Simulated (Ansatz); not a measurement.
## PdS2: band structure with PBEsol

PdS2:

```
Pd S
1.0
     5.46000    0.00000    0.00000
     0.00000    5.54100    0.00000
     0.00000    0.00000    7.53100
Pd S
4 8
Direct
  0.00000 0.50000 0.50000
  0.50000 0.50000 0.00000
  0.50000 0.00000 0.50000
  0.00000 0.00000 0.00000
  0.10700 0.38800 0.92500
  0.39300 0.61200 0.42500
  0.60700 0.11200 0.07500
  0.89300 0.88800 0.57500
  0.89300 0.61200 0.07500
  0.60700 0.38800 0.57500
  0.39300 0.88800 0.92500
  0.10700 0.11200 0.42500
```

```
Program             : Ansatz 0.2.0
Task                : band structure
Functional          : PBEsol
Potentials or basis : all-electron LAPW, scalar-relativistic
Cutoff              : 282 eV (chosen from the basis error)
Basis error allowed : 0.002 eV/atom
k mesh              : 5 × 5 × 4
Occupations         : fermi-dirac, width 0.05 eV
Spin                : no spin polarisation
```

```json
{"Pressure": "2.1 GPa", "Largest force": "0.730 eV/Å", "Band gap along the path": "none (metal or under the smearing width)"}
```

Forces in eV/Å, atoms in the order of the input:
```
Pd   0.000  0.000  0.000
Pd   0.000  0.000  0.000
Pd   0.000  0.000  0.000
Pd   0.000  0.000  0.000
S    0.293 -0.293 -0.602
S   -0.293  0.293 -0.602
S    0.293  0.293  0.602
S   -0.293 -0.293  0.602
S   -0.293  0.293  0.602
S    0.293 -0.293  0.602
S   -0.293 -0.293 -0.602
S    0.293  0.293 -0.602
```

Stress tensor (GPa, compression positive):
```
2.55 0.00 0.00
0.00 2.17 0.00
0.00 0.00 1.45
```

Levels at the corners of the path, in eV from the Fermi level:
```
point  band 108  band 109  band 110  band 111  band 112  band 113  band 114  band 115  band 116  band 117
    Γ     -2.24     -1.33     -1.23     -1.19      0.07      1.22      1.33      1.46      1.89      2.04
    X     -2.53     -0.84     -0.84     -0.73     -0.73      0.79      0.79      0.84      0.84      2.18
    S     -2.51     -1.18     -1.18     -1.18     -1.18      0.03      0.03      0.03      0.03      2.61
    Y     -2.51     -0.94     -0.94     -0.73     -0.73      0.78      0.78      0.92      0.92      1.84
    Γ     -2.24     -1.33     -1.23     -1.19      0.07      1.22      1.33      1.46      1.89      2.04
    Z     -1.88     -1.61     -1.61     -1.06     -1.06      0.88      0.88      1.76      1.76      1.84
    U     -2.04     -1.16     -1.16     -1.16     -1.16      0.65      0.65      0.65      0.65      2.20
    R     -2.06     -1.93     -1.93     -1.93     -1.93      0.08      0.08      0.08      0.08      2.93
```

Run time: 57 s on 8 threads of Intel(R) Xeon(R) Platinum 8488C (Sapphire Rapids) (shared host), peak memory 2.5 GiB.
